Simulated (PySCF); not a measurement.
**Cl3Ga: atomic charges with M06-L+D4**

The system is Cl3Ga, in a box.

```xyz
4
Lattice="11.0000 0.0000 0.0000 0.0000 13.0000 0.0000 0.0000 0.0000 13.0000" Properties=species:S:1:pos:R:3 pbc="T T T"
Cl    6.3055    7.1395    8.0411
Ga    5.4414    6.6973    6.1911
Cl    5.3211    4.7556    5.4610
Cl    4.7542    8.3077    5.0306
```

The cell isn't the ideal one: atoms moved at random, drawn with an rms of 0.05 Å.

```json
{
  "Program": "PySCF 2.14.0",
  "Task": "atomic charges",
  "Functional": "M06-L",
  "Dispersion": "D4",
  "Potentials or basis": "def2-svp (all-electron)",
  "k mesh": "1 × 1 × 1",
  "Occupations": "fixed",
  "Spin": "no spin polarisation",
  "Exponents discarded below (exp_to_discard)": "0 1/bohr^2",
  "Three-body dispersion term": "yes",
  "conv_tol": "1e-07 Ha",
  "max_cycle": "60",
  "Relativity": "none",
  "Coulomb method": "Gaussian density fitting (GDF)",
  "Grid for exchange and correlation": "Becke, atom-centred",
  "Three-centre integrals": "read from an earlier run's file"
}
```

```
Gap between the frontier levels : 5.95 eV
Meta-löwdin charges             : Cl -0.22, -0.21, -0.23; Ga +0.66 e
Dispersion energy per atom      : -0.003 eV
```

Levels at points of the mesh, in eV from the valence-band top:
```csv
k point,band 37,band 38,band 39,band 40,band 41,band 42,band 43,band 44
"(0.00, 0.00, 0.00)",-0.42,-0.41,-0.37,-0.31,0.00,5.95,6.52,10.21
```

Run time: 21 s on 2 threads of Intel(R) Xeon(R) Processor @ 2.70GHz, on a shared host, peak memory 1.9 GiB.

Caveat: this is a molecule in a periodic box at the Γ point, so its band gap is the HOMO-LUMO gap; the energy listed adds the dispersion energy to the SCF energy of the log; population charges move with the basis; relativity is left out, which matters for the heavier elements; the basis of atomic orbitals isn't converged, which shifts pressures, moduli and gaps.
